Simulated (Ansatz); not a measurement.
**GeH2SO (SMILES [OH][Ge][SH]) at PBE/def2-SVPD**

What is the electronic atomisation energy of GeH2SO at PBE/def2-SVPD? 

The results are computed with Ansatz 0.2.0.

50 further runs of the same task are left out: 50 set aside as unsound or not needed. Runs told in other sessions of the task aren't counted.

### Step 1. The structure to begin with

GeH2SO has 5 atoms, charge 0, and is taken as a singlet. SMILES: `[OH][Ge][SH]`. The shape is that of a PBE0-D4/def2-TZVP optimisation. This is one conformer, not always the lowest.

Bond lengths: O1–Ge2 1.782 Å, Ge2–S3 2.260 Å, O1–H4 0.961 Å, S3–H5 1.343 Å. Angles: O1–Ge2–S3 97.9°, Ge2–O1–H4 117.4°, Ge2–S3–H5 93.6°.

### Step 2. A single-point energy at PBE/def2-SVPD

in.yaml

```yaml
crystal:
  periodic: [false, false, false]
  atoms:
    - {symbol: O, position_ang: [-1.346000, -1.001300, 0.399800]}
    - {symbol: Ge, position_ang: [-0.897400, 0.628900, -0.164200]}
    - {symbol: S, position_ang: [1.343300, 0.336500, -0.206300]}
    - {symbol: H, position_ang: [-0.632500, -1.625200, 0.561400]}
    - {symbol: H, position_ang: [1.582700, 1.587400, -0.632100]}
basis:
  gaussian:
    orbitals: def2-SVPD
output:
  orbitals: {seedname: orbitals}
accuracy: high
hamiltonian:
  xc: pbe
```

Command:

```bash
$ ansatz run in.yaml --threads 1 --pin off --max-ram 2610MiB --events-out events.jsonl --progress --plain --runs-dir runs
```

Output:

```text
Warning: RAYON_NUM_THREADS=1 ignored (pool sized by the plan → 1); use --threads N
Functional definition: PBE
  name "PBE"
  parameter kappa = 0.804
  parameter beta = 0.06672455060314922
  exchange = pbe_x(kappa = kappa, mu = beta*pi^2/3)
  correlation = pbe_c(beta = beta)
1966 factors; integrals over basis functions are off by at most 4.4e-9 eV
mean field evaluation 1: about -69399.7969 eV, gradient 6.5e1 eV
mean field evaluation 2: about -69312.8506 eV, gradient 1.8e2 eV
mean field evaluation 4: about -69406.1241 eV, gradient 2.2e1 eV
mean field evaluation 8: about -69407.6677 eV, gradient 3.7e-1 eV
mean field evaluation 16: about -69407.6654 eV, gradient 1.4e-4 eV
mean field -69407.66543640 eV, -2550.6846585823 hartree, gradient 4.2e-8 eV, S^2 0.000000; 0 other end points of the search recorded, 0 dependent functions left out
reference -69407.66543993 eV, -2550.6846587122 hartree; 29, 29 occupied and 75, 75 virtual orbitals, 1966 factors
Total energy: -69407.66543993 eV, -2550.6846587122 hartree
```

It took 8.1 s on 1 thread of Arm Neoverse V2, shared host; peak memory 0.26 GiB.

### Step 3. The Ge atom

input.yaml

```yaml
crystal:
  periodic: [false, false, false]
  atoms:
    - {symbol: Ge, position_ang: [0.000000, 0.000000, 0.000000]}
basis:
  gaussian: {orbitals: def2-SVPD}
magnetization: {spin_polarized: true, initial_magnetization: 2}
hamiltonian: {xc: pbe}
accuracy: high
```

Run the same way, it converges to -2076.34158 Eh (log not shown).

### Step 4. The H atom

run.yaml

```yaml
crystal:
  periodic: [false, false, false]
  atoms:
    - symbol: H
      position_ang: [0.000000, 0.000000, 0.000000]
basis:
  gaussian: {orbitals: def2-SVPD}
magnetization: {spin_polarized: true, initial_magnetization: 1}
hamiltonian: {xc: pbe}
accuracy: high
```

Run the same way, it converges to -0.49863 Eh (log not shown).

### Step 5. The O atom

input.yaml, as its differences from that of step 3:

```diff
@@ -3,3 +3,3 @@
   atoms:
-    - {symbol: Ge, position_ang: [0.000000, 0.000000, 0.000000]}
+    - {symbol: O, position_ang: [0.000000, 0.000000, 0.000000]}
 basis:
```

Run the same way, it converges to -74.92421 Eh (log not shown).

### Step 6. The S atom, same level

run.yaml

```yaml
crystal:
  periodic: [false, false, false]
  atoms:
    - {symbol: S, position_ang: [0.000000, 0.000000, 0.000000]}
basis:
  gaussian: {orbitals: def2-SVPD}
magnetization: {spin_polarized: true, initial_magnetization: 2}
hamiltonian: {xc: pbe}
accuracy: high
```

Run the same way, it converges to -397.80739 Eh (log not shown).

### Step 7. What came out

At PBE/def2-SVPD:

```
                     quantity           value
       molecule: total energy  -2550.68466 Eh
        molecule: HOMO energy        -6.44 eV
        molecule: LUMO energy        -2.84 eV
      molecule: HOMO–LUMO gap         3.60 eV
        Ge atom: total energy  -2076.34158 Eh
                Ge atom: ⟨S²⟩           2.002
         H atom: total energy     -0.49863 Eh
                 H atom: ⟨S²⟩           0.750
         O atom: total energy    -74.92421 Eh
                 O atom: ⟨S²⟩           2.003
         S atom: total energy   -397.80739 Eh
                 S atom: ⟨S²⟩           2.003
electronic atomisation energy       16.714 eV
```

Taking the molecule apart into free atoms costs 16.71 eV (1613 kJ/mol), before zero-point energy and without spin-orbit coupling.
